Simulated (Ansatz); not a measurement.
# TlWCl6: the cost of one run

Computed with Ansatz 0.2.0 (DFT PBE, scalar-relativistic, plane waves, PAW, unless a step's input says otherwise).

1 further run of the same task is left out (set aside as unsound or not needed).

## Step 1: Starting point

The structure is cubic, space group Fm-3m (No. 225). Conventional cell: a = 10.914 Å, b = 10.914 Å, c = 10.914 Å, α = 90.00°, β = 90.00°, γ = 90.00°. Around Tl (site symmetry m-3m) lie 6 Cl at 2.73 Å. W (site symmetry m-3m) has 6 Cl at 2.73 Å as nearest neighbours. Cl (site symmetry 4mm) has 1 Tl at 2.73 Å and 1 W at 2.73 Å as nearest neighbours.

As a file:

```cif
data_structure
_symmetry_space_group_name_H-M 'Fm-3m'
_symmetry_Int_Tables_number 225
_cell_length_a 10.9140
_cell_length_b 10.9140
_cell_length_c 10.9140
_cell_angle_alpha 90.000
_cell_angle_beta 90.000
_cell_angle_gamma 90.000
_cell_volume 1300.03
loop_
_atom_site_label
_atom_site_type_symbol
_atom_site_symmetry_multiplicity
_atom_site_Wyckoff_symbol
_atom_site_fract_x
_atom_site_fract_y
_atom_site_fract_z
_atom_site_occupancy
Tl1 Tl 4 a 0.00000 0.00000 0.00000 1
W1 W 4 b 0.50000 0.00000 0.00000 1
Cl1 Cl 24 e 0.25000 0.00000 0.00000 1
```

The cell is invented: ordered mixture on the cation sites of rhenium trioxide (Fm-3m, No. 225). The dimensions are guesses.

## Step 2: Probe: one point on a coarse mesh

Input file input.yaml:

```yaml
crystal:
  lattice:
    - [0.0, 5.457, 5.457]
    - [5.457, 0.0, 5.457]
    - [5.457, 5.457, 0.0]
  atoms:
    - { symbol: Tl, position: [0.0, 0.0, 0.0] }
    - { symbol: W, position: [0.5, 0.5, 0.5] }
    - { symbol: Cl, position: [0.75, 0.25, 0.25] }
    - { symbol: Cl, position: [0.25, 0.75, 0.75] }
    - { symbol: Cl, position: [0.25, 0.75, 0.25] }
    - { symbol: Cl, position: [0.75, 0.25, 0.75] }
    - { symbol: Cl, position: [0.25, 0.25, 0.75] }
    - { symbol: Cl, position: [0.75, 0.75, 0.25] }
basis:
  ecutwfc: 420
kpoints:
  mp_grid: { grid: [4, 4, 4] }
hamiltonian:
  xc: pbe
scf:
  occupations: { method: gaussian, width: 0.1 }
  lower_state_search: "off"
output:
  forces: true
  stress: true
  eigenvalues: true
```

On the command line:

```
$ ansatz run input.yaml --threads 1 --pin off --max-ram 2048MiB --backend cpu --events-out ev --progress --plain --runs-dir out
```

Q: Estimate wall time and peak memory on 1 thread of Arm Neoverse V2, shared host.

About 6.2 s, with a peak of 0.53 GiB.
